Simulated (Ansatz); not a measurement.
Working through a scan of the energy under strain of Ba₂H₃I, space group P-3m1

Program: Ansatz 0.2.0, Python API.

The cells in order, each with its output:

```python
import ansatz as az
import numpy as np
```

```python
VECTORS = np.array([
    [4.536403, 0.0, 0.0],
    [-2.268202, 3.92864, 0.0],
    [0.0, 0.0, 8.119554],
])
SITES = [
    ("Ba", (2 / 3, 1 / 3, 0.684719)),
    ("Ba", (1 / 3, 2 / 3, 0.315281)),
    ("H", (2 / 3, 1 / 3, 0.356101)),
    ("H", (1 / 3, 2 / 3, 0.643899)),
    ("H", (0.0, 0.0, 0.5)),
    ("I", (0.0, 0.0, 0.0)),
]
```

```python
def make_crystal(cell):
    crystal = az.Crystal(lattice=az.Lattice.of(cell))
    for symbol, position in SITES:
        crystal = crystal.atom(symbol, position)
    return crystal

# clamped ions: the fractional positions stay as typed
values = np.linspace(-0.02, 0.02, 5)
energies = []
for d in values:
    strain = np.diag([d, d, (1 + d) ** -2 - 1])
    cell = VECTORS @ (np.eye(3) + strain)
    model = make_crystal(cell).calculation()
    model = model.functional("r2SCAN")
    model = model.scf(tolerance=1e-10).occupations("fermi_dirac", width=0.02)
    model = model.basis(520)
    model = model.kpoints(6, 6, 4)
    report = model.run(threads=1, pin="off").report
    energies.append(report["free_energy_ev"] / len(SITES))
    print(f"d = {d:+.4f}  F = {energies[-1]:.5f} eV/atom")
energies = np.array(energies)
```

    DeckWarning: crystal.lattice misses the space group found at crystal.symmetry.tolerance 1.0e-5 in a digit that the deck types, which is why this is a warning: making the lattice exact moves one of its numbers by a whole unit of that number's last typed decimal, or more. The operation that it misses by the most changes [...]
    d = -0.0200  F = -3251.84564 eV/atom
    d = -0.0100  F = -3251.85145 eV/atom
    d = +0.0000  F = -3251.85324 eV/atom
    d = +0.0100  F = -3251.85105 eV/atom
    d = +0.0200  F = -3251.84492 eV/atom

```python
for value, e in zip(values, energies):
    print(f"strain {value:7.3f}   E - Emin = {1000 * (e - energies.min()):9.3f} meV/atom")
np.savetxt("strain.csv", np.column_stack([values, energies]), fmt="%.6f", delimiter=",", header="strain,energy_eV_per_atom")
curvature = 2 * np.polyfit(values, energies, 3)[1]
volume = abs(np.linalg.det(VECTORS)) / len(SITES)
print(f"d2E/dd2 over the volume: {curvature / volume * 160.21766:.1f} GPa")
```

    strain  -0.020   E - Emin =     7.608 meV/atom
    strain  -0.010   E - Emin =     1.793 meV/atom
    strain   0.000   E - Emin =     0.000 meV/atom
    strain   0.010   E - Emin =     2.188 meV/atom
    strain   0.020   E - Emin =     8.328 meV/atom
    d2E/dd2 over the volume: 264.7 GPa

It writes `strain.csv`:
```csv
# strain,energy_eV_per_atom
-0.020000,-3251.845635
-0.010000,-3251.851450
0.000000,-3251.853243
0.010000,-3251.851055
0.020000,-3251.844915
```

Against the unstrained cell the energy per atom changes by +7.61 meV at one end of the scan and +8.33 meV at the other, and its second derivative over the volume is 264.7 GPa.

What to keep in mind:
- Total energies depend on the potentials; only differences at equal settings carry meaning.
- The curvature belongs to this strain pattern and to the cell's stress; it equals a single elastic constant only for simple patterns.
- This cell is a computed structure, which may not be the phase found in nature.
- Warnings are shown shortened and without file and line.
- The ions keep their fractional positions (clamped ions).
- Hardware and time: 72 s on 1 thread of Arm Neoverse V1, on a shared host, peak memory 0.77 GiB.
